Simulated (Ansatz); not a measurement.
# BClF2: the cost of one run

Method: RKS B3LYP-D4/6-31G*, in Ansatz 0.2.0.

## Step 1: The structure to begin with

Bond lengths: B1–F2 1.320 Å, B1–Cl3 1.860 Å, B1–F4 1.320 Å. Angles: F2–B1–Cl3 120.0°, F2–B1–F4 120.0°, Cl3–B1–F4 120.0°.

As a file:

```xyz
4

B     0.0000    0.0000    0.0000
F     0.0000    0.0000    1.3200
Cl    1.6108    0.0000   -0.9300
F    -1.1431    0.0000   -0.6600
```

## Step 2: Relaxing the start

input.yaml reads:

```yaml
crystal:
  periodic: [false, false, false]
  atoms:
    - { symbol: B, position_ang: [0.0, 0.0, 0.0] }
    - { symbol: F, position_ang: [0.0, 0.0, 1.32] }
    - { symbol: Cl, position_ang: [1.6108, 0.0, -0.93] }
    - { symbol: F, position_ang: [-1.1431, 0.0, -0.66] }
basis:
  gaussian: { orbitals: "6-31G*" }
hamiltonian:
  xc: b3lyp
  dispersion: d4
relax:
  f_tol: 0.02
  max_steps: 40
output:
  orbitals: {}
```

Command:

```sh
$ ansatz run input.yaml --threads 1 --pin off --max-ram 2048MiB --backend cpu --events-out ev --progress --plain --runs-dir out
```

**Question.** How long does this run take on 1 thread of Arm Neoverse V1, shared host, and how much memory does it need?

About 9.3 s, with a peak of 0.11 GiB.
